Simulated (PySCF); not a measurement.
# CF3O3S: the cost of one run

Method: levels as typed in each script, gas phase, geometry from GFN2-xTB; program: PySCF 2.14.0.

## 1. The system as given

SMILES `[O-]S(=O)(=O)C(F)(F)F`, 8 atoms, charge -1, spin multiplicity 1.

Bond lengths: O1–S2 1.445 Å, S2–O3 1.448 Å, S2–O4 1.446 Å, S2–C5 1.878 Å, C5–F6 1.342 Å, C5–F7 1.342 Å, C5–F8 1.344 Å. Angles: O1–S2–O3 115.7°, O1–S2–O4 115.6°, O1–S2–C5 102.2°, O3–S2–O4 115.6°, O3–S2–C5 102.1°, O4–S2–C5 102.2°, S2–C5–F6 112.2°, S2–C5–F7 112.2°, S2–C5–F8 112.2°, F6–C5–F7 106.6°, F6–C5–F8 106.6°, F7–C5–F8 106.6°.

Coordinates:

```xyz
8
charge -1, multiplicity 1
O    -1.24312    0.79066   -1.17032
S    -0.93648    0.00030   -0.00039
O    -1.23914   -1.41208   -0.09900
O    -1.24318    0.61857    1.26989
C     0.94191    0.00080   -0.00064
F     1.44933    1.24056    0.08656
F     1.44958   -0.54476   -1.11691
F     1.44952   -0.69434    1.03096
```

## 2. Localised orbitals (PBE/def2-svp)

Contents of input.py:

```python
import numpy as np
from pyscf import gto, scf, dft, lo
from pyscf.data.elements import chemcore

def solve(mol, dm0=None, hcore=None):
    mf = (dft.UKS if mol.spin else dft.RKS)(mol, xc='pbe')
    mf.grids.level = 3
    mf = mf.density_fit(auxbasis='def2-universal-jkfit')
    mf.conv_tol, mf.max_cycle = 1e-8, 80
    if hcore is not None:
        mf.get_hcore = lambda *args: hcore
    mf.kernel(dm0)
    if not mf.converged:
        mf = mf.newton().run(mf.mo_coeff, mf.mo_occ, max_cycle=30)
    assert mf.converged, 'SCF not converged'
    return mf

mol = gto.M(atom='''
O     -1.24312     0.79066    -1.17032
S     -0.93648     0.00030    -0.00039
O     -1.23914    -1.41208    -0.09900
O     -1.24318     0.61857     1.26989
C      0.94191     0.00080    -0.00064
F      1.44933     1.24056     0.08656
F      1.44958    -0.54476    -1.11691
F      1.44952    -0.69434     1.03096
''', basis='def2-svp', charge=-1, spin=0, verbose=4)
mf = solve(mol)
occ_all = mf.mo_coeff[:, mf.mo_occ > 0]
occ = occ_all[:, chemcore(mol):]
pm = lo.PM(mol, occ, pop_method='meta_lowdin')
loc = pm.kernel()
for _ in range(5):
    new, stable = pm.stability_jacobi(return_status=True)
    if stable:
        break
    loc = pm.kernel(new)
fock, s = mf.get_fock(), mf.get_ovlp()
ortho = lo.orth_ao(mol, 'meta_lowdin')
labels = mol.ao_labels(fmt=None)
vir = loc[:, :0]
both = np.hstack([loc, vir])
p = (ortho.T @ s @ both) ** 2
pop = np.array([p[[l[0] == a for l in labels]].sum(0) for a in range(mol.natm)])
spd = np.array([[p[[l[0] == a and l[2][-1] == k for l in labels]].sum(0) for k in 'spd'] for a in range(mol.natm)])
eps = np.einsum('pi,pq,qi->i', both, fock, both)
for i in np.argsort(eps):
    top = np.argsort(-pop[:, i])[:3]
    print('%3d %s %9.4f Eh ' % (i + 1, 'occ' if i < loc.shape[1] else 'vir', eps[i]), '  '.join('%s%d %.3f' % (mol.atom_symbol(a), a + 1, pop[a, i]) for a in top))
np.savez('result.npz', c=both, nocc=loc.shape[1], pop=pop, spd=spd, eps=eps, e=mf.e_tot)
```

Launch:

```sh
OMP_NUM_THREADS=1 python input.py
```

What time and memory should one allow on 1 thread of AMD EPYC 9R45 (Zen 5), shared host?

About 7.2 s, with a peak of 0.47 GiB.
